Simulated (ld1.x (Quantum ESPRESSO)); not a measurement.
**An RRKJ potential for Al, from input to tests**

Task: generate the file, and judge it by its errors in other configurations, its logarithmic derivatives, its ghosts and its cutoff.

The numbers are computed with ld1.x (Quantum ESPRESSO) 7.5 (PBEsol, scalar-relativistic, spin-unpolarised reference atom).

## (1) Starting point

The settings as typed:

```json
{
  "element": "aluminium (Al, Z = 13)",
  "type": "norm-conserving RRKJ (Kleinman–Bylander form)",
  "frozen core": "[He]",
  "valence charge": "11",
  "reference configuration": "2s2 2p6 3s2 3p1",
  "partial waves": "2p (bound): rc 1.05 bohr; 3d channel at 0.25 Ry: rc 1.00 bohr; 2s (bound): rc 0.65 bohr",
  "occupied shells without a wave": "3p, 3s",
  "local potential": "the s channel",
  "core correction": "not asked for"
}
```

The nodes and maxima of the atom's own shells, from an earlier all-electron run, set the scale for the radii.

All-electron outer shells of the reference configuration (PBEsol, scalar-relativistic, ld1.x):

| shell | level (eV) | outermost node (bohr) | outermost maximum (bohr) |
| --- | --- | --- | --- |
| 1s | -1507.83 | – | 0.08 |
| 2s | -107.85 | 0.16 | 0.50 |
| 2p | -69.54 | – | 0.43 |
| 3s | -7.71 | 0.80 | 2.09 |
| 3p | -2.69 | 0.82 | 2.64 |

## (2) Generating the potential

Contents of Al.in:

```
 &input
   title='Al', zed=13., rel=1, dft='PBESOL', iswitch=3,
   config='[Ne] 3s2 3p1 3d-2',
   nld=3, rlderiv=1.15, eminld=-10.0, emaxld=5.0, deld=0.04
 /
 &inputp
   pseudotype=2, tm=.false., lloc=0,
   nlcc=.false.,
   file_pseudopw='Al.UPF', file_wfcaegen='ae.wfc', file_wfcncgen='nc.wfc', file_beta='beta', file_chi='chi'
 /
3
2P  2  1   6.00   0.00  1.05  1.05  0.0
3D  3  2  -2.00   0.25  1.00  1.00  0.0
2S  1  0   2.00   0.00  0.65  0.65  0.0
 &test
   configts(1)='2s2 2p6 3s2 3p1'
 /
```

The run is started by

```
$ ld1.x < Al.in > Al.out
```

The output, Al.out (without the banner and most projector matrices):

```text
     Program LD1 v.7.5
     --------------------------- All-electron run ----------------------------

     Al
     scalar relativistic calculation

     atomic number is 13.00
     dft =PBESOL   lsd =0 sic =0 latt =0  beta=0.20 tr2=1.0E-14
     Exchange-correlation= PBESOL
                           (   1   4  10   8   0   0   0)
     mesh =1135 r(mesh) = 100.48924 a.u. xmin = -7.00 dx = 0.01250
     1 Ry =  13.60569312 eV, c = 137.03599908

     n l     nl                  e(Ry)          e(Ha)          e(eV)
     1 0     1S 1( 2.00)      -110.8237       -55.4118     -1507.8330
     2 0     2S 1( 2.00)        -7.9266        -3.9633      -107.8472
     2 1     2P 1( 6.00)        -5.1111        -2.5555       -69.5394
     3 0     3S 1( 2.00)        -0.5670        -0.2835        -7.7149
     3 1     3P 1( 1.00)        -0.1977        -0.0988        -2.6895

     final scf error:  3.9E-15 reached in  22 iterations

     Etot =    -484.392823 Ry,    -242.196412 Ha,   -6590.500101 eV

     Ekin =     485.151537 Ry,     242.575769 Ha,    6600.822933 eV
     Encl =   -1159.476966 Ry,    -579.738483 Ha,  -15775.487787 eV
     Eh   =     225.781606 Ry,     112.890803 Ha,    3071.915248 eV
     Exc  =     -35.849000 Ry,     -17.924500 Ha,    -487.750496 eV

     normalization and overlap integrals

     s(1S/1S) =  1.000000  <r> =   0.1204  <r2> =    0.0195  r(max) =   0.0789
     s(2S/2S) =  1.000000  <r> =   0.6270  <r2> =    0.4716  r(max) =   0.4954
     s(2P/2P) =  1.000000  <r> =   0.6039  <r2> =    0.4639  r(max) =   0.4264
     s(3S/3S) =  1.000000  <r> =   2.5469  <r2> =    7.5760  r(max) =   2.0856
     s(3P/3P) =  1.000000  <r> =   3.4340  <r2> =   14.2108  r(max) =   2.6447

     ------------------------ End of All-electron run ------------------------

     --------------------- Generating NC pseudopotential ---------------------

      Generating local pot.: lloc=0, matching radius rcloc =   0.6500

      Wfc   2P  rcut= 1.062  Estimated cut-off energy=      160.64 Ry
      This function has    0 nodes for 0 < r <    1.062

      Wfc   3D  rcut= 1.010  Estimated cut-off energy=      218.27 Ry
      This function has    0 nodes for 0 < r <    1.010

     ------------------- End of pseudopotential generation -------------------

     [... the all-electron block is printed once more ...]


     Computing logarithmic derivative in   1.15179
     Computing logarithmic derivative in   1.15179
     Computing the partial wave expansion
       no projector for channel:   0
     R is outside the sphere for l=    1 j= 0.00
     R is outside the sphere for l=    2 j= 0.00

     ---------------------- Testing the pseudopotential ----------------------

     Al
     scalar relativistic calculation

     atomic number is 13.00   valence charge is 11.00
     dft =PBESOL   lsd =0 sic =0 latt =0  beta=0.20 tr2=1.0E-14
     mesh =1135 r(mesh) = 100.48924 xmin = -7.00 dx = 0.01250

     n l     nl             e AE (Ry)        e PS (Ry)    De AE-PS (Ry)
     1 0     2S   1( 2.00)       -7.92662       -7.92686        0.00023
     2 1     2P   1( 6.00)       -5.11105       -5.11106        0.00000
     2 0     3S   1( 2.00)       -0.56703       -0.57046        0.00343
     3 1     3P   1( 1.00)       -0.19767       -0.19145       -0.00623  !

     eps = 9.1E-15  iter = 30

     Etot =    -484.392823 Ry,    -242.196412 Ha,   -6590.500101 eV
     Etotps =  -157.490725 Ry,     -78.745363 Ha,   -2142.770478 eV

     Ekin =     101.991241 Ry,      50.995621 Ha,    1387.661530 eV
     Encl =    -316.953016 Ry,    -158.476508 Ha,   -4312.365472 eV
     Ehrt =     115.355865 Ry,      57.677933 Ha,    1569.496501 eV
     Ecxc =     -18.677277 Ry,      -9.338639 Ha,    -254.117302 eV
     Epseu=     -39.207538 Ry,     -19.603769 Ha,    -533.445735 eV

     ---------------------- End of pseudopotential test ----------------------
```

Wall time 0.94 s (1 thread of Neoverse-V2, shared host). This counts the later configuration tests of the new file too.

All-electron and pseudo partial waves u(r) = r·R(r), from the program's wave files:

```
r (bohr)   2p AE   2p PS
   0.053  0.1385  0.0403
   0.105  0.3966  0.1531
   0.158  0.6625  0.3279
   0.210  0.8801  0.5363
   0.262  1.0422  0.7565
   0.315  1.1516  0.9675
   0.368  1.2120  1.1427
   0.420  1.2328  1.2652
   0.473  1.2238  1.3327
   0.525  1.1933  1.3438
   0.578  1.1466  1.3070
   0.630  1.0905  1.2360
   0.683  1.0270  1.1421
   0.735  0.9613  1.0420
   0.788  0.8933  0.9419
   0.840  0.8271  0.8521
   0.893  0.7614  0.7713
   0.945  0.6994  0.7023
   0.998  0.6395  0.6398
   1.050  0.5841  0.5841
   1.102  0.5322  0.5322
   1.155  0.4832  0.4832
   1.208  0.4378  0.4378
   1.260  0.3968  0.3968
   1.313  0.3584  0.3584
   1.365  0.3241  0.3241
```

## (3) Testing the new file in other configurations

Contents of Al.test.in:

```
 &input
   title='Al', zed=13., rel=1, dft='PBESOL', iswitch=2,
   config='[Ne] 3s2 3p1 3d-2'
 /
 &test
   file_pseudo='Al.UPF', nconf=8,
   configts(1)='2s2 2p6 3s2 3p1',
   configts(2)='2s2 2p6 3s2 3p0',
   configts(3)='2s2 2p6 3s1 3p0',
   configts(4)='2s2 2p6 3s0 3p0',
   configts(5)='2s2 2p6 3s2 3p0.5',
   configts(6)='2s2 2p6 3s0 3p3',
   configts(7)='2s1 2p6 3s2 3p1',
   configts(8)='2s2 2p5 3s2 3p1'
 /
```

The run is started by

```
$ ld1.x < Al.test.in > Al.test.out
```

Al.test.out, the pseudopotential blocks:

```text
     ---------------------- Testing the pseudopotential ----------------------

     Al
     scalar relativistic calculation

     atomic number is 13.00   valence charge is 11.00
     dft =PBESOL   lsd =0 sic =0 latt =0  beta=0.20 tr2=1.0E-14
     mesh =1135 r(mesh) = 100.48924 xmin = -7.00 dx = 0.01250

     n l     nl             e AE (Ry)        e PS (Ry)    De AE-PS (Ry)
     1 0     2S   1( 2.00)       -7.92662       -7.92686        0.00023
     2 1     2P   1( 6.00)       -5.11105       -5.11106        0.00000
     2 0     3S   1( 2.00)       -0.56703       -0.57046        0.00343
     3 1     3P   1( 1.00)       -0.19767       -0.19145       -0.00623  !

     eps = 2.8E-15  iter = 31

     Etot =    -484.392823 Ry,    -242.196412 Ha,   -6590.500101 eV
     Etotps =  -157.490725 Ry,     -78.745362 Ha,   -2142.770472 eV

     Ekin =     101.991242 Ry,      50.995621 Ha,    1387.661536 eV
     Encl =    -316.953016 Ry,    -158.476508 Ha,   -4312.365470 eV
     Ehrt =     115.355865 Ry,      57.677933 Ha,    1569.496500 eV
     Ecxc =     -18.677277 Ry,      -9.338639 Ha,    -254.117302 eV
     Epseu=     -39.207538 Ry,     -19.603769 Ha,    -533.445736 eV

     ---------------------- End of pseudopotential test ----------------------

     ---------------------- Testing the pseudopotential ----------------------

     Al
     [...]
     n l     nl             e AE (Ry)        e PS (Ry)    De AE-PS (Ry)
     1 0     2S   1( 2.00)       -8.53923       -8.52719       -0.01204  !
     2 1     2P   1( 6.00)       -5.72444       -5.71113       -0.01331  !
     2 0     3S   1( 2.00)       -1.08588       -1.08481       -0.00107
     3 1     3P   1( 0.00)       -0.66343       -0.64945       -0.01398  !

     eps = 3.7E-15  iter = 33

     Etot =    -483.971232 Ry,    -241.985616 Ha,   -6584.764058 eV
     Etotps =  -157.078999 Ry,     -78.539500 Ha,   -2137.168663 eV
     dEtot_ae =       0.421591 Ry
     dEtot_ps =       0.411725 Ry,   Delta E=       0.009866 Ry

     [...]
     ---------------------- End of pseudopotential test ----------------------

     ---------------------- Testing the pseudopotential ----------------------

     Al
     [...]
     n l     nl             e AE (Ry)        e PS (Ry)    De AE-PS (Ry)
     1 0     2S   1( 2.00)       -9.44026       -9.43240       -0.00786  !
     2 1     2P   1( 6.00)       -6.62544       -6.61489       -0.01054  !
     2 0     3S   1( 1.00)       -1.73825       -1.73883        0.00058
     3 1     3P   1( 0.00)       -1.25982       -1.24044       -0.01939  !

     eps = 5.1E-15  iter = 24

     Etot =    -482.562231 Ry,    -241.281115 Ha,   -6565.593628 eV
     Etotps =  -155.670289 Ry,     -77.835144 Ha,   -2118.002175 eV
     dEtot_ae =       1.830592 Ry
     dEtot_ps =       1.820436 Ry,   Delta E=       0.010156 Ry

     [...]
     ---------------------- End of pseudopotential test ----------------------

     ---------------------- Testing the pseudopotential ----------------------

     Al
     [...]
     n l     nl             e AE (Ry)        e PS (Ry)    De AE-PS (Ry)
     1 0     2S   1( 2.00)      -10.45682      -10.45594       -0.00088
     2 1     2P   1( 6.00)       -7.64164       -7.63624       -0.00541  !
     2 0     3S   1( 0.00)       -2.37832       -2.38260        0.00427
     3 1     3P   1( 0.00)       -1.83557       -1.80796       -0.02761  !

     eps = 7.8E-15  iter = 22

     Etot =    -480.492390 Ry,    -240.246195 Ha,   -6537.432000 eV
     Etotps =  -153.598332 Ry,     -76.799166 Ha,   -2089.811776 eV
     dEtot_ae =       3.900434 Ry
     dEtot_ps =       3.892392 Ry,   Delta E=       0.008041 Ry

     [...]
     ---------------------- End of pseudopotential test ----------------------

     ---------------------- Testing the pseudopotential ----------------------

     Al
     [...]
     n l     nl             e AE (Ry)        e PS (Ry)    De AE-PS (Ry)
     1 0     2S   1( 2.00)       -8.20859       -8.20336       -0.00523  !
     2 1     2P   1( 6.00)       -5.39333       -5.38748       -0.00584  !
     2 0     3S   1( 2.00)       -0.81266       -0.81391        0.00125
     3 1     3P   1( 0.50)       -0.41715       -0.40738       -0.00977  !

     eps = 7.6E-15  iter = 26

     Etot =    -484.240419 Ry,    -242.120209 Ha,   -6588.426536 eV
     Etotps =  -157.342297 Ry,     -78.671148 Ha,   -2140.751008 eV
     dEtot_ae =       0.152404 Ry
     dEtot_ps =       0.148428 Ry,   Delta E=       0.003976 Ry

     [...]
     ---------------------- End of pseudopotential test ----------------------

     ---------------------- Testing the pseudopotential ----------------------

     Al
     [...]
     n l     nl             e AE (Ry)        e PS (Ry)    De AE-PS (Ry)
     1 0     2S   1( 2.00)       -8.18459       -8.21576        0.03117  !
     2 1     2P   1( 6.00)       -5.36693       -5.39877        0.03185  !
     2 0     3S   1( 0.00)       -0.67831       -0.69017        0.01186  !
     3 1     3P   1( 3.00)       -0.28420       -0.28170       -0.00250

     eps = 2.9E-15  iter = 29

     Etot =    -483.628053 Ry,    -241.814026 Ha,   -6580.094872 eV
     Etotps =  -156.701847 Ry,     -78.350924 Ha,   -2132.037246 eV
     dEtot_ae =       0.764770 Ry
     dEtot_ps =       0.788878 Ry,   Delta E=      -0.024107 Ry

     [...]
     ---------------------- End of pseudopotential test ----------------------

     ---------------------- Testing the pseudopotential ----------------------

     Al
     [...]
     n l     nl             e AE (Ry)        e PS (Ry)    De AE-PS (Ry)
     1 0     2S   1( 1.00)       -9.81211       -9.85998        0.04788  !
     2 1     2P   1( 6.00)       -7.03232       -7.04031        0.00799  !
     2 0     3S   1( 2.00)       -1.33529       -1.34634        0.01105  !
     3 1     3P   1( 1.00)       -0.84390       -0.82335       -0.02055  !

     eps = 3.9E-15  iter = 32

     Etot =    -475.545208 Ry,    -237.772604 Ha,   -6470.122171 eV
     Etotps =  -148.619772 Ry,     -74.309886 Ha,   -2022.075007 eV
     dEtot_ae =       8.847615 Ry
     dEtot_ps =       8.870953 Ry,   Delta E=      -0.023338 Ry

     [...]
     ---------------------- End of pseudopotential test ----------------------

     ---------------------- Testing the pseudopotential ----------------------

     Al
     [...]
     n l     nl             e AE (Ry)        e PS (Ry)    De AE-PS (Ry)
     1 0     2S   1( 2.00)       -9.86080       -9.85880       -0.00199
     2 1     2P   1( 5.00)       -7.10093       -7.03569       -0.06524  !
     2 0     3S   1( 2.00)       -1.33608       -1.34567        0.00959  !
     3 1     3P   1( 1.00)       -0.84570       -0.82287       -0.02283  !

     eps = 7.1E-15  iter = 14

     Etot =    -478.315233 Ry,    -239.157617 Ha,   -6507.810276 eV
     Etotps =  -151.441243 Ry,     -75.720621 Ha,   -2060.463075 eV
     dEtot_ae =       6.077590 Ry
     dEtot_ps =       6.049482 Ry,   Delta E=       0.028108 Ry

     [...]
     ---------------------- End of pseudopotential test ----------------------
```

Excitation and ionisation energies from 2s2 2p6 3s2 3p1, with the error of the potential.

```csv
valence configuration,charge,ΔE all-electron (eV),error AE − PS (meV)
2s2 2p6 3s2 3p0,+1,5.736,+134
2s2 2p6 3s1 3p0,+2,24.906,+138
2s2 2p6 3s0 3p0,+3,53.068,+109
2s2 2p6 3s2 3p0.5,+0.5,2.074,+54
2s2 2p6 3s0 3p3,0,10.405,-328
2s1 2p6 3s2 3p1,+1,120.378,-318
2s2 2p5 3s2 3p1,+1,82.690,+382
```

## (4) Does it scatter like the atom?

Taken from the files of the generation run. The phase is arctan(r·u′/u) with u = r·R, unwrapped, with energies in Ry. A pole is an energy at which the radial function vanishes at the test radius. The pseudo phase is shifted by a multiple of π to meet the all-electron one at the reference energy. Levels narrower than the energy grid can be missing from the poles. The last column is the largest difference on the grid between −1 and +1 Ry.

| channel | radius (bohr) | reference (Ry) | poles AE | poles PS | window around the reference with phases within 0.05 rad (Ry) | largest difference near zero (rad) |
| --- | --- | --- | --- | --- | --- | --- |
| s | 1.15 | -7.93 | -6.66 | -6.66 | below 4.5 | 0.007 |
| p | 1.15 | -5.11 | -3.96 | -3.94 | below 2.4 | 0.024 |
| d | 1.15 | 0.25 | none | none | the whole range | 0.000 |

Phases (rad) along the scan:

```csv
E (Ry),p AE,p PS,d AE,d PS
-10.00,1.218,1.220,1.315,1.315
-9.52,1.198,1.201,1.310,1.310
-9.04,1.174,1.176,1.305,1.305
-8.56,1.142,1.145,1.299,1.299
-8.08,1.099,1.103,1.292,1.292
-7.60,1.038,1.043,1.286,1.286
-7.12,0.942,0.948,1.278,1.278
-6.64,0.769,0.776,1.270,1.270
-6.16,0.398,0.407,1.262,1.262
-5.68,-0.368,-0.364,1.253,1.253
-5.20,-1.051,-1.051,1.243,1.243
-4.72,-1.362,-1.361,1.232,1.232
-4.24,-1.514,-1.512,1.220,1.220
-3.76,-1.603,-1.600,1.207,1.207
-3.28,-1.664,-1.660,1.193,1.193
-2.80,-1.710,-1.704,1.177,1.177
-2.32,-1.746,-1.740,1.159,1.159
-1.84,-1.778,-1.770,1.138,1.138
-1.36,-1.808,-1.797,1.115,1.115
-0.88,-1.835,-1.823,1.088,1.088
-0.40,-1.863,-1.847,1.058,1.058
0.08,-1.891,-1.872,1.021,1.021
0.56,-1.920,-1.898,0.978,0.978
1.04,-1.952,-1.925,0.926,0.926
1.52,-1.986,-1.953,0.863,0.863
2.00,-2.026,-1.984,0.785,0.785
2.48,-2.070,-2.019,0.686,0.686
2.96,-2.123,-2.058,0.560,0.561
3.44,-2.185,-2.103,0.402,0.403
3.92,-2.261,-2.155,0.205,0.207
4.40,-2.354,-2.216,-0.025,-0.021
4.88,-2.470,-2.289,-0.269,-0.265
```

## (5) Plane-wave convergence, by spherical Bessel functions

A separate test, outside the generator: the pseudo-atom's Hamiltonian at the reference potential is diagonalised in spherical Bessel functions j_l(qr) that vanish at 20 bohr, with q² up to the cutoff.

All-electron valence levels (Ry): 2p -5.1110, 3p -0.1977, 2s -7.9266, 3s -0.5670. The lowest levels of each channel (Ry) by cutoff; the last column sums, over occupied levels, occupation times the distance from the level at 400 Ry. A positive value at high cutoff is not a bound level.

```csv
cutoff (Ry),p #1,p #2,d #1,s #1,s #2,f #1,Σ f·Δε (mRy)
8,-0.7876,-0.0080,0.0481,-5.6276,-0.3616,0.1031,31139.5
25,-2.1519,-0.0723,0.0479,-7.5773,-0.5387,0.1031,18636.3
50,-3.9545,-0.1478,0.0478,-7.6885,-0.5560,0.1031,7488.0
100,-5.0906,-0.1905,0.0478,-7.8427,-0.5644,0.1031,303.3
180,-5.1109,-0.1914,0.0478,-7.9192,-0.5700,0.1031,16.6
300,-5.1111,-0.1915,0.0478,-7.9237,-0.5703,0.1031,6.0
400,-5.1111,-0.1915,0.0478,-7.9265,-0.5704,0.1031,0.0
```

The sum stays within 10 mRy from 300 Ry and within 1 mRy only somewhere over 300 Ry. The sum leaves out empty levels, which can need more. Ghost test: no level below the all-electron spectrum of its channel (p, d, s, f tested).

## (6) Outcome

| quantity | value |
| --- | --- |
| cutoffs for 10 and 1 mRy, occupied levels | 300 Ry and over 300 Ry |
| bound ghosts | none found |
| largest miss of a reference level | 85 meV (3p) |
| largest test error (AE − PS) | +382 meV, for 2s2 2p5 3s2 3p1 |
| largest phase difference near zero energy, channels read | 0.024 rad |

What this shows: Already in the reference configuration the 3p level is off by 85 meV; it has no partial wave or projector of its own. By total energies transferability is poor: the largest error is 382 meV on 82.7 eV, for 2s2 2p5 3s2 3p1. That test lies far up in energy; among those under 40 eV, nearer to bonding, the largest error is 328 meV. It counts as very hard, with 300 Ry needed at the looser tolerance. The tighter tolerance needs over 300 Ry, and converged work needs a cutoff nearer that. The slowest occupied level is 2s: taken alone it needs over 300 Ry to come within 1 mRy, against 160 Ry for 3s. No bound ghost shows below the valence levels. Near zero energy the phases of the channels with partial waves agree within 0.024 rad. All of this concerns the isolated atom, not yet a solid.
